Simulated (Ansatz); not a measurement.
# HO− with TeH2: structure and interaction energy

An exercise on one series of results from a longer session: the logs are not shown, and one member is left open.

Computed with Ansatz 0.2.0, Gaussian basis. Level: PBE0-D4 structure, single points in def2-TZVPPD.

Levels: PBE-D4, revPBE-D4, BLYP-D4, r2SCAN-D4, B97M-V, PBE0-D4, B3LYP-D4, HSE06-D4, wB97X-V, wB97M-V, B2PLYP, Hartree-Fock, MP2, CCSD, CCSD(T). The reference is CCSD(T) extrapolated to the basis limit. For elements past Ar these valence bases correlate outer-core shells poorly, so that limit is rough.

Cores are frozen in the correlated methods. Filled d shells of the heavier atoms are correlated. Core potentials replace the inner electrons past krypton, and spin-orbit coupling is left out. B3LYP uses VWN-RPA correlation. B2PLYP carries no dispersion term here.

176 further runs of the same task are left out: 176 set aside as unsound or not needed.

**Starting geometry**

The pair, from a GFN2-xTB docking trial: 5 atoms, charge -1, spin multiplicity 1.

Atoms are counted from 1 here; the program's logs count them from 0.

Bond lengths: O1–H2 0.956 Å, O1–Te3 2.280 Å, Te3–H4 1.650 Å, Te3–H5 1.950 Å. Angles: H2–O1–Te3 109.8°, O1–Te3–H4 81.4°, O1–Te3–H5 164.5°, H4–Te3–H5 83.0°.

As a file:

```xyz
5
charge -1, multiplicity 1
O    -0.1983    0.0557   -1.6382
H     0.4962    0.4568   -2.1580
Te    0.4331   -0.0402    0.5504
H    -1.1904   -0.2552    0.7534
H     0.4594   -0.2170    2.4925
```

Atoms 1 to 2 are fragment A (HO−), the rest fragment B (TeH2).

Set-up of the first run:

pre/in.yaml reads:

```yaml
crystal:
  periodic: [false, false, false]
  atoms:
    - {symbol: O, position_ang: [-0.198300, 0.055700, -1.638200]}
    - {symbol: H, position_ang: [0.496200, 0.456800, -2.158000]}
    - {symbol: Te, position_ang: [0.433100, -0.040200, 0.550400]}
    - {symbol: H, position_ang: [-1.190400, -0.255200, 0.753400]}
    - {symbol: H, position_ang: [0.459400, -0.217000, 2.492500]}
basis:
  gaussian: {orbitals: def2-SVPD}
total_charge: -1
hamiltonian: {xc: pbe, dispersion: d4}
relax: {f_tol: 0.03, max_steps: 250}
```

Launch:

```sh
ansatz run in.yaml --threads 2 --pin off --events-out ev --progress --plain --max-ram 5222MiB
```

Among the steps run: A first relaxation in a small basis; Relaxation at PBE0-D4; PBE-D4/def2-TZVPPD; r2SCAN-D4/def2-TZVPPD; PBE0-D4/def2-TZVPPD; B3LYP-D4/def2-TZVPPD; wB97X-V/def2-TZVPPD; wB97M-V/def2-TZVPPD; B2PLYP/def2-TZVPPD; BLYP-D4/def2-TZVPPD; revPBE-D4/def2-TZVPPD; B97M-V/def2-TZVPPD; HSE06-D4/def2-TZVPPD; CCSD(T)/def2-TZVPPD; MP2/def2-QZVPPD; Vibrations of the pair.

One table of the session follows, with a row left open; its other results are not shown here.

| method | interaction (kcal/mol) |
| --- | --- |
| PBE-D4 | -35.15 |
| revPBE-D4 | -34.20 |
| BLYP-D4 | -32.00 |
| r2SCAN-D4 | -36.10 |
| B97M-V | -36.83 |
| PBE0-D4 | -35.99 |
| B3LYP-D4 | -33.30 |
| HSE06-D4 | -36.12 |
| wB97X-V | ? |
| wB97M-V | -33.07 |
| B2PLYP | -30.71 |
| Hartree-Fock | -29.01 |
| MP2 | -29.58 |
| CCSD | -29.23 |
| CCSD(T) | -29.85 |
| CCSD(T)/CBS | -33.07 |

**Question.** Estimate the row for wB97X-V.

The run gave: interaction (kcal/mol): -33.25. In the column «interaction (kcal/mol)» it lies between B3LYP-D4 (-33.30) and wB97M-V (-33.07).
